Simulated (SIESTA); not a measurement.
The system is PdS2.

```
Pd S
1.0
     5.46000    0.00000    0.00000
     0.00000    5.54100    0.00000
     0.00000    0.00000    7.53100
Pd S
4 8
Direct
  0.00000 0.50000 0.50000
  0.50000 0.50000 0.00000
  0.50000 0.00000 0.50000
  0.00000 0.00000 0.00000
  0.10700 0.38800 0.92500
  0.39300 0.61200 0.42500
  0.60700 0.11200 0.07500
  0.89300 0.88800 0.57500
  0.89300 0.61200 0.07500
  0.60700 0.38800 0.57500
  0.39300 0.88800 0.92500
  0.10700 0.11200 0.42500
```

```yaml
Program: SIESTA 5.4.2
Task: single point
Functional: PBEsol
Potentials_or_basis: PseudoDojo 0.4 standard (PBEsol files)
Basis: DZP (energy shift 0.003 Ry; two zetas on semicore shells)
Grid_cutoff: 800 Ry
Energy_shift: 0.003 Ry
k_mesh: 5 × 5 × 4
Occupations: fermi-dirac, width 0.05 eV
Spin: no spin polarisation
```

On this cell: pressure 4.1 GPa; largest force 1.056 eV/Å; band gap on the k mesh none (metal or under the smearing width).

The same run follows on a disturbed copy (atoms moved at random, drawn with an rms of 0.05 Å):

```
Pd S
1.0
     5.46000    0.00000    0.00000
     0.00000    5.54100    0.00000
     0.00000    0.00000    7.53100
Pd S
4 8
Direct
  0.00354 0.49969 0.49874
  0.49813 0.49849 0.99734
  0.50382 0.00671 0.49625
  0.00310 0.00004 0.00763
  0.11008 0.38644 0.93156
  0.38358 0.60992 0.41492
  0.61327 0.10507 0.07958
  0.88943 0.89692 0.57426
  0.89495 0.60866 0.07456
  0.60507 0.38575 0.56888
  0.39684 0.89007 0.92719
  0.10759 0.11637 0.42732
```

Task: What changes?

Result: The energy (extrapolated to zero smearing) moves by +14.5 meV/atom; pressure 4.6 GPa; largest force 1.545 eV/Å; band gap on the k mesh none (metal or under the smearing width).

Forces on the atoms (eV/Å):
```
Pd  -0.823  0.510  0.191
Pd   0.632 -0.110  0.323
Pd  -0.636 -0.857 -0.323
Pd   0.297 -0.232 -0.117
S    0.207 -0.563 -1.423
S    0.741  0.547 -0.510
S   -0.111  0.829  0.988
S    0.078 -0.994  1.095
S   -0.656  0.589  1.222
S    0.234  0.622  0.881
S   -0.388 -0.498 -1.080
S    0.424  0.159 -1.248
```

Stress tensor (GPa, compression positive):
```
 6.87  0.31 -0.61
 0.31  5.47  0.50
-0.61  0.50  1.54
```

Caveats: the basis of atomic orbitals isn't converged, which shifts pressures, moduli and gaps; forces of over 1 eV/Å show positions far from the minimum, so gaps and moduli don't describe the material at rest (some runs).
